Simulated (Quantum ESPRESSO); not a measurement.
# MoSe (P3m1) in Quantum ESPRESSO: notebook, part 2 of 3

Quantum ESPRESSO 7.5. The steps go on from the part before.

## 3. Phonons, LDA

File pw.in:

```
&CONTROL
  calculation = 'scf'
  prefix = 'pwscf'
  outdir = './tmp'
  pseudo_dir = './pseudo'
  tprnfor = .true.
  tstress = .true.
  disk_io = 'low'
/
&SYSTEM
  ibrav = 0
  celldm(1) = 8
  nat = 2
  ntyp = 2
  ecutwfc = 86
  nbnd = 22
  occupations = 'smearing'
  smearing = 'fd'
  degauss = 0.00367493
/
&ELECTRONS
  conv_thr = 4d-10
  electron_maxstep = 120
  mixing_beta = 0.5
/
ATOMIC_SPECIES
Mo    95.9500 Mo.upf
Se    78.9710 Se.upf
CELL_PARAMETERS alat
  0.8198266380551   0.0000000000000   0.0000000000000
 -0.4099133202086   0.7099906959502   0.0000000000000
  0.0000000000000   0.0000000000000   1.0329231989550
ATOMIC_POSITIONS crystal
Mo     0.6666666700    0.3333333300    0.0254445500
Se     0.3333333300    0.6666666700    0.1184304700
K_POINTS automatic
4 4 4 0 0 1
```

File scf2.in:

```
&CONTROL
  calculation = 'scf'
  prefix = 'pwscf'
  outdir = './tmp'
  pseudo_dir = './pseudo'
  tprnfor = .true.
  tstress = .true.
  disk_io = 'low'
/
&SYSTEM
  ibrav = 0
  celldm(1) = 8
  nat = 2
  ntyp = 2
  ecutwfc = 86
  nbnd = 22
  occupations = 'smearing'
  smearing = 'fd'
  degauss = 0.00367493
/
&ELECTRONS
  conv_thr = 1d-13
  electron_maxstep = 120
  mixing_beta = 0.5
  startingpot = 'file'
  startingwfc = 'file'
/
ATOMIC_SPECIES
Mo    95.9500 Mo.upf
Se    78.9710 Se.upf
CELL_PARAMETERS alat
  0.8198266380551   0.0000000000000   0.0000000000000
 -0.4099133202086   0.7099906959502   0.0000000000000
  0.0000000000000   0.0000000000000   1.0329231989550
ATOMIC_POSITIONS crystal
Mo     0.6666666700    0.3333333300    0.0254445500
Se     0.3333333300    0.6666666700    0.1184304700
K_POINTS automatic
4 4 4 0 0 1
```

File ph.in:

```
phonons of MoSe
&INPUTPH
  prefix = 'pwscf'
  outdir = './tmp'
  tr2_ph = 1d-18
  fildyn = 'dyn'
  niter_ph = 90
  alpha_mix(1) = 0.4
/
0.0000000000 0.0000000000 0.0000000000
```

File dynmat.in:

```
&INPUT
  fildyn = 'dyn'
  asr = 'crystal'
  filout = 'dynmat.disp'
  fileig = 'dynmat.eig'
/
```

Potentials or basis: PseudoDojo 0.4.1 SR LDA standard.

Run with:

```
$ OMP_NUM_THREADS=1 pw.x -in pw.in > pw.out
$ OMP_NUM_THREADS=1 pw.x -in scf2.in > scf2.out
$ OMP_NUM_THREADS=1 ph.x -in ph.in > ph.out
$ OMP_NUM_THREADS=1 dynmat.x -in dynmat.in > dynmat.out
```

pw.out:

```text
This program is part of the open-source Quantum ESPRESSO suite
     for quantum simulation of materials; please cite
[... 9 lines left out ...]
     --------------------
     sticks:   dense  smooth     PW     G-vecs:    dense   smooth      PW
     Sum        1027    1027    295                33199    33199    5037

     Using Slab Decomposition

     bravais-lattice index     =            0
     lattice parameter (alat)  =       8.0000  a.u.
     unit-cell volume          =     307.8312 (a.u.)^3
     number of atoms/cell      =            2
     number of atomic types    =            2
     number of electrons       =        30.00
     number of Kohn-Sham states=           22
     kinetic-energy cutoff     =      86.0000  Ry
     charge density cutoff     =     344.0000  Ry
     scf convergence threshold =      4.0E-10
     mixing beta               =       0.5000
     number of iterations used =            8  plain     mixing
[... 143 lines left out ...]

   -48.9787 -37.8653 -37.8653 -37.7448 -37.7311 -37.7311 -23.5210 -23.5210
   -23.0375  -4.1798   4.8496   4.8496   6.4422  10.4712  11.1724  11.1724
    15.6929  18.2346  19.4086  19.4086  22.4475  22.9414
[... 51 lines left out ...]
   -48.9704 -37.8588 -37.8420 -37.7511 -37.7314 -37.7313 -23.7235 -23.5740
   -23.0225  -3.4213   4.6576   5.9187   5.9929  10.8250  10.8938  12.0768
    15.4287  16.4603  16.8765  18.9758  21.4672  22.5393

     the Fermi energy is    10.9829 ev

!    total energy              =    -382.65127298 Ry
     estimated scf accuracy    <          1.2E-10 Ry
     smearing contrib. (-TS)   =      -0.00265272 Ry
     internal energy E=F+TS    =    -382.64862027 Ry

     The total energy is F=E-TS. E is the sum of the following terms:
     one-electron contribution =    -259.83407091 Ry
     hartree contribution      =     137.93873057 Ry
     xc contribution           =     -68.89886988 Ry
     ewald contribution        =    -191.85441004 Ry

     convergence has been achieved in   9 iterations

     Forces acting on atoms (cartesian axes, Ry/au):

     atom    1 type  1   force =     0.00000000    0.00000000   -0.20423674
     atom    2 type  2   force =     0.00000000   -0.00000000    0.20423674

     Total force =     0.288834     Total SCF correction =     0.000030

     Computing stress (Cartesian axis) and pressure

          total   stress  (Ry/bohr**3)                   (kbar)     P=      647.15
   0.00662698   0.00000000   0.00000000          974.86        0.00        0.00
   0.00000000   0.00662698   0.00000000            0.00      974.86        0.00
   0.00000000   0.00000000  -0.00005627            0.00        0.00       -8.28

=------------------------------------------------------------------------------=
   JOB DONE.
=------------------------------------------------------------------------------=
```

scf2.out:

```text
This program is part of the open-source Quantum ESPRESSO suite
     for quantum simulation of materials; please cite
[... 9 lines left out ...]
     --------------------
     sticks:   dense  smooth     PW     G-vecs:    dense   smooth      PW
     Sum        1027    1027    295                33199    33199    5037
[... 206 lines left out ...]
   0.00662695   0.00000000   0.00000000          974.86        0.00        0.00
   0.00000000   0.00662695   0.00000000            0.00      974.86        0.00
   0.00000000   0.00000000  -0.00005615            0.00        0.00       -8.26

=------------------------------------------------------------------------------=
   JOB DONE.
=------------------------------------------------------------------------------=
```

ph.out:

```text
This program is part of the open-source Quantum ESPRESSO suite
     for quantum simulation of materials; please cite
         "P. Giannozzi et al., J. Phys.:Condens. Matter 21 395502 (2009);
         "P. Giannozzi et al., J. Phys.:Condens. Matter 29 465901 (2017);
         "P. Giannozzi et al., J. Chem. Phys. 152 154105 (2020);
     in publications or presentations arising from this work. More details at

[... 255 lines left out ...]
     freq (   5-   6) =        591.0  [cm-1]   --> E    L_3        I+R

     INITIALIZATION:

     DYNAMICAL MATRIX:

      Additional routines

=------------------------------------------------------------------------------=
   JOB DONE.
=------------------------------------------------------------------------------=
```

Wall time 4.5 min (1 thread of Arm Neoverse V2, shared host); peak memory 0.07 GiB.

What came out:

```yaml
Free_energy: -5206.2358 eV
Pressure: 64.7 GPa
Largest_force: 5.251 eV/Å
Band_gap_on_the_k_mesh: none (metal or under the smearing width)
Highest_phonon_frequency_at_Γ: 591 cm⁻¹
Most_unstable_mode: 301i cm⁻¹
```

Forces in eV/Å, atoms in the order of the input:
```
Mo   0.000  0.000 -5.251
Se   0.000  0.000  5.251
```

Stress tensor (GPa, compression positive):
```
97.49  0.00  0.00
 0.00 97.49  0.00
 0.00  0.00 -0.83
```

Levels at points of the mesh, in eV from the Fermi level:
```tsv
k point	band 11	band 12	band 13	band 14	band 15	band 16	band 17	band 18	band 19	band 20
(0.00, 0.00, 0.12)	-6.13	-6.13	-4.54	-0.51	0.19	0.19	4.71	7.25	8.43	8.43
```

Phonon frequencies in cm⁻¹ (negative: imaginary):
```
              q point           frequencies
(0.000, 0.000, 0.000)  -301 -1 -1 2 591 591
```

Optical modes at Γ, degenerate ones joined:
```
cm⁻¹  components  symmetry     active in
301i           1        A1  IR and Raman
 591           2         E  IR and Raman
```

Caveat: the k mesh is coarse (spacing up to 0.52 Å⁻¹), so the values aren't converged; the atoms weren't relaxed first, which shifts the frequencies; the mesh is thin for the phonons of a metal; some modes are imaginary; the cell is more than 3 GPa from zero pressure, which shifts response properties; a pressure of tens of GPa on the cell as given is suspect, and the run, the potentials or the cell itself is likely at fault; forces of over 1 eV/Å show positions far from the minimum, so gaps and moduli don't describe the material at rest.

## 4. Phonons, LDA

pw.in: that of step 3 with these lines changed.

```diff
@@ -36,2 +36,2 @@
 K_POINTS automatic
-4 4 4 0 0 1
+6 6 4 0 0 1
```

scf2.in: that of step 3 with these lines changed.

```diff
@@ -38,2 +38,2 @@
 K_POINTS automatic
-4 4 4 0 0 1
+6 6 4 0 0 1
```

ph.in is that of step 3.

dynmat.in is that of step 3.

Potentials or basis: PseudoDojo 0.4.1 SR LDA standard.

Run with:

```
$ OMP_NUM_THREADS=1 pw.x -in pw.in > pw.out
$ OMP_NUM_THREADS=1 pw.x -in scf2.in > scf2.out
$ OMP_NUM_THREADS=1 ph.x -in ph.in > ph.out
$ OMP_NUM_THREADS=1 dynmat.x -in dynmat.in > dynmat.out
```

pw.out:

```text
This program is part of the open-source Quantum ESPRESSO suite
     for quantum simulation of materials; please cite
[... 9 lines left out ...]
     --------------------
     sticks:   dense  smooth     PW     G-vecs:    dense   smooth      PW
     Sum        1027    1027    301                33199    33199    5223

     Using Slab Decomposition

     bravais-lattice index     =            0
     lattice parameter (alat)  =       8.0000  a.u.
     unit-cell volume          =     307.8312 (a.u.)^3
     number of atoms/cell      =            2
     number of atomic types    =            2
     number of electrons       =        30.00
     number of Kohn-Sham states=           22
     kinetic-energy cutoff     =      86.0000  Ry
     charge density cutoff     =     344.0000  Ry
     scf convergence threshold =      4.0E-10
     mixing beta               =       0.5000
     number of iterations used =            8  plain     mixing
     Exchange-correlation= SLA  PW   NOGX NOGC
                           (   1   4   0   0   0   0   0)

     celldm(1)=   8.000000  celldm(2)=   0.000000  celldm(3)=   0.000000
     celldm(4)=   0.000000  celldm(5)=   0.000000  celldm(6)=   0.000000

     crystal axes: (cart. coord. in units of alat)
               a(1) = (   0.819827   0.000000   0.000000 )
               a(2) = (  -0.409913   0.709991   0.000000 )
               a(3) = (   0.000000   0.000000   1.032923 )

     reciprocal axes: (cart. coord. in units 2 pi/alat)
               b(1) = (  1.219770  0.704235 -0.000000 )
               b(2) = (  0.000000  1.408469  0.000000 )
               b(3) = (  0.000000 -0.000000  0.968126 )

     PseudoPot. # 1 for Mo read from file:
     Mo.upf
     Pseudo is Norm-conserving + core correction, Zval = 14.0
     Generated using ONCVPSP code by D. R. Hamann
     Using radial grid of 1602 points,  6 beta functions with:
                l(1) =   0
                l(2) =   0
                l(3) =   1
                l(4) =   1
                l(5) =   2
                l(6) =   2

     PseudoPot. # 2 for Se read from file:
     Se.upf
     Pseudo is Norm-conserving + core correction, Zval = 16.0
     Generated using ONCVPSP code by D. R. Hamann
     Using radial grid of 1198 points,  6 beta functions with:
                l(1) =   0
                l(2) =   0
                l(3) =   1
                l(4) =   1
                l(5) =   2
                l(6) =   2

     atomic species   valence    mass     pseudopotential
     Mo               14.00    95.95000     Mo( 1.00)
     Se               16.00    78.97100     Se( 1.00)

      6 Sym. Ops. (no inversion) found

   Cartesian axes

     site n.     atom                  positions (alat units)
         1        Mo     tau(   1) = (   0.4099133   0.2366636   0.0262823  )
         2        Se     tau(   2) = (  -0.0000000   0.4733271   0.1223296  )

     number of k points=    20  Fermi-Dirac smearing, width (Ry)=  0.0037
                       cart. coord. in units 2pi/alat
        k(    1) = (   0.0000000   0.0000000   0.1210158), wk =   0.0277778
        k(    2) = (   0.0000000   0.0000000   0.3630473), wk =   0.0277778
        k(    3) = (   0.0000000   0.2347449   0.1210158), wk =   0.0833333
        k(    4) = (   0.0000000   0.2347449   0.3630473), wk =   0.0833333
        k(    5) = (   0.0000000   0.4694897   0.1210158), wk =   0.0833333
        k(    6) = (   0.0000000   0.4694897   0.3630473), wk =   0.0833333
[... 12 lines left out ...]
        k(   19) = (  -0.2032950  -0.5868622   0.1210158), wk =   0.1666667
        k(   20) = (  -0.2032950  -0.5868622   0.3630473), wk =   0.1666667

     Dense  grid:    33199 G-vectors     FFT dimensions: (  40,  40,  50)

     Initial potential from superposition of free atoms

     starting charge      29.9988, renormalised to      30.0000
     Starting wfcs are   19 randomized atomic wfcs +    3 random wfcs

     Self-consistent Calculation

     iteration #  1     ecut=    86.00 Ry     beta= 0.50
     Davidson diagonalization with overlap
     ethr =  1.00E-02,  avg # of iterations =  6.1

     Threshold (ethr) on eigenvalues was too large:
     Diagonalizing with lowered threshold

     Davidson diagonalization with overlap
     ethr =  3.03E-04,  avg # of iterations =  3.2

     total energy              =    -382.63976993 Ry
     estimated scf accuracy    <       0.09795759 Ry
[... 50 lines left out ...]
     iteration #  9     ecut=    86.00 Ry     beta= 0.50
     Davidson diagonalization with overlap
     ethr =  8.25E-12,  avg # of iterations =  2.9

     End of self-consistent calculation

          k = 0.0000 0.0000 0.1210 (  4159 PWs)   bands (ev):

   -48.9125 -37.9773 -37.9773 -37.8376 -37.8289 -37.8289 -23.4878 -23.4878
   -22.9210  -4.2386   4.8078   4.8078   6.4481  10.4990  11.2351  11.2351
    15.6667  18.2600  19.4024  19.4024  22.4564  22.9432
[... 99 lines left out ...]
   -48.8999 -37.9675 -37.9401 -37.8498 -37.8294 -37.8290 -23.7915 -23.5677
   -22.8968  -3.1391   4.6602   6.1507   6.5457  10.8347  11.0338  11.9177
    14.3066  15.3917  15.8248  20.2029  21.1280  22.4847

          k =-0.2033-0.5869 0.1210 (  4137 PWs)   bands (ev):

   -48.8959 -37.9637 -37.9256 -37.8556 -37.8302 -37.8290 -23.8532 -23.6331
   -22.8844  -2.8249   5.1386   6.4201   7.3450  10.2723  10.6465  10.8918
    13.4938  14.7276  16.7656  19.7693  20.4983  21.9974

          k =-0.2033-0.5869 0.3630 (  4148 PWs)   bands (ev):

   -48.8958 -37.9637 -37.9256 -37.8556 -37.8302 -37.8290 -23.8527 -23.6328
   -22.8878  -2.7880   5.1321   6.1509   7.2695  10.2831  10.7177  11.5291
    13.6959  14.5807  15.8516  19.3952  21.3137  22.9441

     the Fermi energy is    11.0823 ev

!    total energy              =    -382.65687799 Ry
     estimated scf accuracy    <          1.3E-10 Ry
     smearing contrib. (-TS)   =      -0.00232978 Ry
     internal energy E=F+TS    =    -382.65454821 Ry

     The total energy is F=E-TS. E is the sum of the following terms:
     one-electron contribution =    -259.78998738 Ry
     hartree contribution      =     137.89109224 Ry
     xc contribution           =     -68.90124303 Ry
     ewald contribution        =    -191.85441004 Ry

     convergence has been achieved in   9 iterations

     Forces acting on atoms (cartesian axes, Ry/au):

     atom    1 type  1   force =     0.00000000    0.00000000   -0.22215616
     atom    2 type  2   force =     0.00000000    0.00000000    0.22215616

     Total force =     0.314176     Total SCF correction =     0.000041

     Computing stress (Cartesian axis) and pressure

          total   stress  (Ry/bohr**3)                   (kbar)     P=      627.66
   0.00639942   0.00000000   0.00000000          941.39        0.00        0.00
   0.00000000   0.00639942   0.00000000            0.00      941.39        0.00
   0.00000000   0.00000000   0.00000148            0.00        0.00        0.22

=------------------------------------------------------------------------------=
   JOB DONE.
=------------------------------------------------------------------------------=
```

scf2.out:

```text
This program is part of the open-source Quantum ESPRESSO suite
     for quantum simulation of materials; please cite
[... 9 lines left out ...]
     --------------------
     sticks:   dense  smooth     PW     G-vecs:    dense   smooth      PW
     Sum        1027    1027    301                33199    33199    5223
[... 276 lines left out ...]
   0.00639938   0.00000000   0.00000000          941.38        0.00        0.00
   0.00000000   0.00639938  -0.00000000            0.00      941.38       -0.00
   0.00000000  -0.00000000   0.00000155            0.00       -0.00        0.23

=------------------------------------------------------------------------------=
   JOB DONE.
=------------------------------------------------------------------------------=
```

Run time: 9 min. Hardware: 1 thread of Arm Neoverse V2, shared host; peak memory 0.08 GiB.

What came out:

| Quantity | Value |
| --- | --- |
| Free energy | -5206.3121 eV |
| Pressure | 62.8 GPa |
| Largest force | 5.712 eV/Å |
| Band gap on the k mesh | none (metal or under the smearing width) |
| Highest phonon frequency at Γ | 603 cm⁻¹ |
| Most unstable mode | 293i cm⁻¹ |

Forces on the atoms (eV/Å):
```
Mo   0.000  0.000 -5.712
Se   0.000  0.000  5.712
```

Levels at points of the mesh, in eV from the Fermi level:
| k point | band 13 | band 14 | band 15 | band 16 | band 17 | band 18 |
| --- | --- | --- | --- | --- | --- | --- |
| (0.00, 0.00, 0.12) | -4.63 | -0.58 | 0.15 | 0.15 | 4.58 | 7.18 |

Phonon frequencies in cm⁻¹ (negative: imaginary):
```csv
q point,frequencies
"(0.000, 0.000, 0.000)",-293 -2 -2 1 603 603
```

Optical modes at Γ, degenerate ones joined:
| cm⁻¹ | components | symmetry | active in |
| --- | --- | --- | --- |
| 293i | 1 | A1 | IR and Raman |
| 603 | 2 | E | IR and Raman |

Caveat: the atoms weren't relaxed first, which shifts the frequencies; the k mesh is coarse; the mesh is thin for the phonons of a metal; some modes are imaginary; the cell is more than 3 GPa from zero pressure, which shifts response properties; a pressure of tens of GPa on the cell as given is suspect, and the run, the potentials or the cell itself is likely at fault; forces of over 1 eV/Å show positions far from the minimum, so gaps and moduli don't describe the material at rest.

[end of part 2 of 3]
